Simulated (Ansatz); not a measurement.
# Hf2N: the cost of one run

Method: DFT PBEsol, scalar-relativistic, plane waves, PAW, in Ansatz 0.2.0.

1 further run of the same task is left out (set aside as unsound or not needed). Runs told in other sessions of the task aren't counted.

### 1 Starting point

It takes space group P4_2/mnm (No. 136, tetragonal). Conventional cell: a = 5.296 Å, b = 5.296 Å, c = 3.227 Å, α = 90.00°, β = 90.00°, γ = 90.00°. Hf (site symmetry m2m) has 3 N at 2.21 to 2.22 Å in its first shell of neighbours. N (site symmetry mmm) has 6 Hf at 2.21 to 2.22 Å in its first shell of neighbours.

As a file:

```
CELL_PARAMETERS angstrom
5.29554 0.00000 0.00000
0.00000 5.29554 0.00000
0.00000 0.00000 3.22745
ATOMIC_POSITIONS crystal
Hf 0.29546 0.29546 0.00000
Hf 0.70454 0.70454 0.00000
Hf 0.79546 0.20454 0.50000
Hf 0.20454 0.79546 0.50000
N 0.00000 0.00000 0.00000
N 0.50000 0.50000 0.50000
```

It goes back to an entry of the Materials Project, which need not be the stable form.

This cell was relaxed beforehand with the same method: volume 15.08 Å³/atom, gap on the mesh none (metal).

### 2 The bulk in the cell of the plane

input.yaml reads:

```yaml
crystal:
  lattice:
    - [3.2274489812, 0.0, 0.0]
    - [0.0, 7.4890229599, 0.0]
    - [0.0, 3.7445114799, 3.7445114799]
  atoms:
    - { symbol: Hf, position: [0.0, 0.7045366981, 0.5909266037] }
    - { symbol: Hf, position: [0.0, 0.2954633019, 0.4090733963] }
    - { symbol: Hf, position: [0.5, 0.2045366981, 0.0] }
    - { symbol: Hf, position: [0.5, 0.7954633019, 0.0] }
    - { symbol: "N", position: [0.0, 0.0, 0.0] }
    - { symbol: "N", position: [0.5, 0.5, 0.0] }
basis:
  ecutwfc: 420
kpoints:
  mp_grid: { grid: [11, 5, 9] }
hamiltonian:
  xc: pbesol
scf:
  occupations: { method: gaussian, width: 0.1 }
output:
  forces: true
  stress: true
  eigenvalues: true
```

Launch:

```
ansatz run input.yaml --threads 4 --pin off --max-ram 9216MiB --backend cpu --events-out ev --progress --plain --runs-dir out
```

Q: Estimate wall time and peak memory on 4 threads of Arm Neoverse V1, shared host.

About 14 s, with a peak of 0.88 GiB.
